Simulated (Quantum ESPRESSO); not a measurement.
HPbNO4 in Quantum ESPRESSO: the effect of functional

Crystal: HPbNO4.

```xyz
7
Lattice="4.2753 -0.0004 0.0064 -2.0840 5.2077 -0.0491 -2.1238 -1.8657 4.9149" Properties=species:S:1:pos:R:3 pbc="T T T"
H     2.2338   -1.5247    4.4769
Pb    0.1373    4.0030    0.6652
N    -2.0197    1.5311    2.4473
O     2.2736    4.7756    0.1022
O    -1.9905    2.6889    2.9560
O     2.2225    1.4102    1.1945
O    -2.0163    0.5081    3.1892
```

The cell was built by a generator and needn't be a form met in nature.

Alike in all runs:

```yaml
Program: Quantum ESPRESSO 7.5
Task: band structure
Potentials_or_basis: SG15 PBE 1.2
Cutoff: 1197 eV
Density_cutoff: 4789 eV
k_mesh: 5 × 4 × 4
Occupations: fermi-dirac, width 0.05 eV
Spin: no spin polarisation
```

Problem. One run gave: gap on the mesh 2.93 eV; pressure -3.3 GPa; largest force 0.69 eV/Å. Which functional did it use?
A. LDA
B. PBEsol
C. PBE

Solution. A.

```csv
functional,gap on the mesh (eV),pressure (GPa),largest force (eV/Å)
LDA,2.93,-3.3,0.69
PBEsol,2.95,-1.7,0.29
PBE,2.93,0.2,0.11
```

Caveats: spin-orbit coupling is left out, which as a rule narrows the gap of such compounds by several tenths of an eV; the potentials were made for another functional, which shifts forces and pressure (some runs).

A k mesh can miss the band edges.
